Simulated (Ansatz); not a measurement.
# KF (Fm-3m): all-electron equation of state from a Python script

Where is the equilibrium volume of KF (Fm-3m) with all electrons, and how stiff is it? The task is an all-electron equation of state, for KF (Fm-3m).

Program: the Python package of Ansatz 0.2.0. Level of theory: DFT PBE, all-electron LAPW. These are calculated values, not measurements.

## (1) The system

The structure is cubic, space group Fm-3m (No. 225). The conventional cell has a = 5.344 Å, b = 5.344 Å, c = 5.344 Å, α = 90.00°, β = 90.00°, γ = 90.00°. Around K (site symmetry m-3m) lie 6 F at 2.67 Å. F (site symmetry m-3m) has 6 K at 2.67 Å as nearest neighbours.

The script holds or builds the structure itself.

## (2) Script

eos_lapw.py

```python
# -*- coding: utf-8 -*-
"""All-electron equation of state of KF."""

import ansatz
from ase.eos import EquationOfState
from ase.units import GPa
import numpy as np

VECTORS = np.array([
    [0.0, 2.67185, 2.67185],
    [2.67185, 0.0, 2.67185],
    [2.67185, 2.67185, 0.0],
])
SITES = [
    ("K", [0.0, 0.0, 0.0]),
    ("F", [0.5, 0.5, 0.5]),
]


def on_lattice(cell):
    crystal = ansatz.Crystal(lattice=ansatz.Lattice.of(cell))
    for symbol, position in SITES:
        crystal = crystal.atom(symbol, position)
    return crystal

volumes, energies = [], []
for scale in np.linspace(0.94, 1.06, 5):
    cell = VECTORS * scale ** (1 / 3)
    calculation = (
        on_lattice(cell).calculation()
        .functional("pbe")
        .scf(tolerance=1e-05, max_iterations=80)
        .occupations("fixed")
        .kpoints(6, 6, 6)
        .pseudopotentials("all_electron", lapw=True)
    )
    rep = calculation.run(threads=1).report
    volumes.append(abs(np.linalg.det(cell)) / len(SITES))
    energies.append(rep["free_energy_ev"] / len(SITES))
    print(f"{scale:.3f} {volumes[-1]:9.4f} A^3/atom {energies[-1]:16.5f} eV/atom  (estimated basis error {1000 * rep['lapw_basis_errors']['total_ev_per_atom']:.2f} meV/atom)")
v0, e0, bulk = EquationOfState(volumes, energies, eos="birchmurnaghan").fit()
print(f"V0 = {v0:.4f} A^3/atom, B0 = {bulk / GPa:.1f} GPa")
```

## (3) The calls as engine input

The engine receives this input (first run):

```yaml
crystal:
  lattice:
    - [0.0, 2.617307144571673, 2.617307144571673]
    - [2.617307144571673, 0.0, 2.617307144571673]
    - [2.617307144571673, 2.617307144571673, 0.0]
  atoms:
    - { symbol: K, position: [0.0, 0.0, 0.0] }
    - { symbol: F, position: [0.5, 0.5, 0.5] }
kpoints:
  mp_grid:
    grid: [6, 6, 6]
hamiltonian:
  xc: pbe
  pseudopotentials:
    kind: all_electron
    lapw: {}
scf:
  max_iter: 80
  convergence:
    dr2_threshold: 1.0e-05
  occupations:
    method: fixed
```

## (4) Launch

Command:

```
$ python eos_lapw.py
```

**Question.** Estimate the equilibrium volume and the bulk modulus.

As calculated:

| quantity | value |
| --- | --- |
| runs compared | 5 |
| range of energy | 21.53 meV/atom |
| lowest point, volume (Å³/atom) | 19.646 |
| equilibrium volume (fit) | 19.91 Å³/atom |
| bulk modulus (fit) | 29 GPa |

**Reading.** A third-order Birch-Murnaghan fit through the 5 points has its minimum at 19.91 Å³ an atom, 4.4 % above the typed cell, with a bulk modulus of 29 GPa and dB/dP = 4.8. From that minimum the energy rises by 21.9 meV an atom on the compressed side and 0.4 meV on the expanded side. The window is off centre, so dB/dP is rough.
